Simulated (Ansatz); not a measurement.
# CoNi3Ge4: the cost of one run

Computed with Ansatz 0.2.0 (DFT PBE, scalar-relativistic, plane waves, PAW, unless a step's input says otherwise).

1 further run of the same task is left out (set aside as unsound or not needed).

### 1 The starting structure

The structure is trigonal, space group R3 (No. 146). Conventional cell: a = 6.655 Å, b = 6.655 Å, c = 8.148 Å, α = 90.00°, β = 90.00°, γ = 120.00°. Co (site symmetry 3) is surrounded by 7 Ge at 2.41 to 2.62 Å. Ni (site symmetry 1) is surrounded by 7 Ge at 2.45 to 2.62 Å. Ge (site symmetry 1) is surrounded by 5 Ni at 2.45 to 2.62 Å and 2 Co at 2.45 to 2.62 Å. Ge (site symmetry 3) has 1 Co at 2.41 Å and 6 Ni at 2.45 to 2.62 Å as nearest neighbours.

Structure file:

```xyz
8
Lattice="3.3277 1.9213 2.7160 -3.3277 1.9213 2.7160 0.0000 -3.8425 2.7160" Properties=species:S:1:pos:R:3 pbc="T T T"
Co    0.0000    0.0000    7.0160
Ni    0.9257    1.3645    3.0927
Ni    0.7188   -1.4839    3.0927
Ni   -1.6445    0.1194    3.0927
Ge   -1.0650   -1.3022    5.0080
Ge   -0.5953    1.5734    5.0080
Ge    0.0000    0.0000    1.2739
Ge    1.6602   -0.2712    5.0080
```

The cell was relaxed beforehand at this level, from a generated guess; it is a trial structure. At a tolerance of 0.05 Å it has space group R3 (No. 146); it has 13.02 Å³/atom, an uncorrected energy of -0.17 eV/atom over the elements.

### 2 Bands, states and charges

File input.yaml:

```yaml
crystal:
  lattice:
    - [3.3277124771, 1.9212556945, 2.716010615]
    - [-3.3277124771, 1.9212556945, 2.716010615]
    - [0.0, -3.8425113889, 2.716010615]
  atoms:
    - { symbol: Co, position: [0.8610679624, 0.8610679624, 0.8610679624] }
    - { symbol: Ni, position: [0.637017322, 0.3588495986, 0.1428320894] }
    - { symbol: Ni, position: [0.3588495986, 0.1428320894, 0.637017322] }
    - { symbol: Ni, position: [0.1428320894, 0.637017322, 0.3588495986] }
    - { symbol: Ge, position: [0.341649994, 0.6616818514, 0.8405617369] }
    - { symbol: Ge, position: [0.6616818514, 0.8405617369, 0.341649994] }
    - { symbol: Ge, position: [0.1563394451, 0.1563394451, 0.1563394451] }
    - { symbol: Ge, position: [0.8405617369, 0.341649994, 0.6616818514] }
basis:
  ecutwfc: 420
kpoints:
  mp_grid: { grid: [12, 12, 12] }
  band_path:
    path:
      - [[0.0, 0.0, 0.0], [0.5, 0.0, 0.0], [0.5, -0.5, 0.5], [0.49974113, -0.50025887, 0.49974113]]
      - [[0.49974113, 0.49974113, 0.49974113], [0.0, 0.0, 0.0], [0.5, -0.5, 0.0]]
    npoints: 14
hamiltonian:
  xc: pbe
scf:
  occupations: { method: gaussian, width: 0.1 }
  n_extra_bands: 20
output:
  forces: true
  stress: true
  eigenvalues: true
  populations: true
  dos: { projected: true, de: 0.02, nscf_kmesh: { grid: [15, 15, 15] } }
  bader: true
  write_density: true
  write_potential: true
  elf: true
  volumetric_format: npy
```

On the command line:

```console
$ ansatz run input.yaml --threads 4 --pin off --max-ram 8192MiB --backend cpu --events-out ev --progress --plain --runs-dir out
```

**Question.** How long does this run take on 4 threads of Intel Xeon 6975P-C (Granite Rapids), shared host, and how much memory does it need?

About 2 min, with a peak of 3.1 GiB.
